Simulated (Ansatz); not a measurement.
# Mg3Si4H2O12 (Talc): the cost of one run

Method: DFT PBEsol, scalar-relativistic, plane waves, PAW, in Ansatz 0.2.0.

2 further runs of the same task are left out: 2 set aside as unsound or not needed.

## (1) Starting point

The structure is triclinic, space group P-1 (No. 2). The conventional cell has a = 5.303 Å, b = 5.304 Å, c = 9.480 Å, α = 80.45°, β = 84.76°, γ = 60.11°. Mg (site symmetry -1) has 6 O at 2.06 to 2.09 Å as nearest neighbours. Mg (site symmetry 1) is surrounded by 6 O at 2.06 to 2.08 Å. Si (site symmetry 1) has 4 O at 1.63 to 1.64 Å as nearest neighbours. H (site symmetry 1) is surrounded by 1 O at 0.97 Å. O (site symmetry 1) is surrounded by 1 Si at 1.63 Å and 3 Mg at 2.08 to 2.09 Å. Around O (site symmetry 1) lie 1 H at 0.97 Å. Only part of the 11 independent sites is listed.

As a file:

```
CELL_PARAMETERS angstrom
5.30378 -0.00126 0.03997
2.64355 4.59760 0.02382
1.50199 0.08596 9.35976
ATOMIC_POSITIONS crystal
Mg 0.00000 0.00000 0.00000
Mg 0.33284 0.33367 0.99983
Mg 0.66716 0.66633 0.00017
Si 0.25011 0.99343 0.29223
Si 0.74989 0.00657 0.70777
Si 0.58289 0.32663 0.29231
Si 0.41711 0.67337 0.70769
H 0.93812 0.66395 0.21619
H 0.06188 0.33605 0.78381
O 0.63222 0.33042 0.11768
O 0.36778 0.66958 0.88232
O 0.96804 0.66444 0.11276
O 0.03196 0.33556 0.88724
O 0.30056 0.99722 0.11765
O 0.69944 0.00278 0.88235
O 0.89978 0.12590 0.35079
O 0.10022 0.87410 0.64921
O 0.36689 0.19102 0.35276
O 0.63311 0.80898 0.64724
O 0.43245 0.65882 0.35124
O 0.56755 0.34118 0.64876
```

This cell was relaxed beforehand with the same method: volume 10.86 Å³/atom, gap on the mesh 5.35 eV.

## (2) The cell under PBEsol

File input.yaml:

```yaml
crystal:
  lattice:
    - [5.3037829839, -0.001259947, 0.0399733247]
    - [2.6435482852, 4.5975999813, 0.0238217121]
    - [1.5019888059, 0.0859572368, 9.3597576765]
  atoms:
    - { symbol: Mg, position: [0.0, 0.0, 0.0] }
    - { symbol: Mg, position: [0.3328418132, 0.3336742678, 0.9998333519] }
    - { symbol: Mg, position: [0.6671581868, 0.6663257322, 0.0001666481] }
    - { symbol: Si, position: [0.2501145541, 0.9934289416, 0.2922339322] }
    - { symbol: Si, position: [0.7498854459, 0.0065710584, 0.7077660678] }
    - { symbol: Si, position: [0.5828863542, 0.3266268887, 0.2923121698] }
    - { symbol: Si, position: [0.4171136458, 0.6733731113, 0.7076878302] }
    - { symbol: H, position: [0.9381226989, 0.6639536161, 0.2161884388] }
    - { symbol: H, position: [0.0618773011, 0.3360463839, 0.7838115612] }
    - { symbol: O, position: [0.6322241339, 0.3304241742, 0.1176849701] }
    - { symbol: O, position: [0.3677758661, 0.6695758258, 0.8823150299] }
    - { symbol: O, position: [0.9680404475, 0.664442513, 0.1127572988] }
    - { symbol: O, position: [0.0319595525, 0.335557487, 0.8872427012] }
    - { symbol: O, position: [0.3005627304, 0.9972160802, 0.1176464121] }
    - { symbol: O, position: [0.6994372696, 0.0027839198, 0.8823535879] }
    - { symbol: O, position: [0.8997782423, 0.1259026954, 0.3507915441] }
    - { symbol: O, position: [0.1002217577, 0.8740973046, 0.6492084559] }
    - { symbol: O, position: [0.3668871727, 0.1910176868, 0.3527554065] }
    - { symbol: O, position: [0.6331128273, 0.8089823132, 0.6472445935] }
    - { symbol: O, position: [0.4324509285, 0.6588178253, 0.3512407916] }
    - { symbol: O, position: [0.5675490715, 0.3411821747, 0.6487592084] }
basis:
  ecutwfc: 420
kpoints:
  mp_grid: { grid: [6, 6, 4] }
hamiltonian:
  xc: pbesol
scf:
  occupations: { method: gaussian, width: 0.02 }
output:
  forces: true
  stress: true
  eigenvalues: true
  write_density: true
  write_potential: true
  elf: true
  volumetric_format: npy
relax:
  adjacent_minimum: "off"
  f_tol: 0.005
  max_steps: 50
  cell: { stress_tol: 0.05 }
```

Run with:

```console
ansatz run input.yaml --threads 8 --pin off --max-ram 22528MiB --backend cpu --events-out ev --progress --plain --runs-dir out
```

What time and memory should one allow on 8 threads of Arm Neoverse V1, shared host?

About 4.6 min, with a peak of 1.8 GiB.
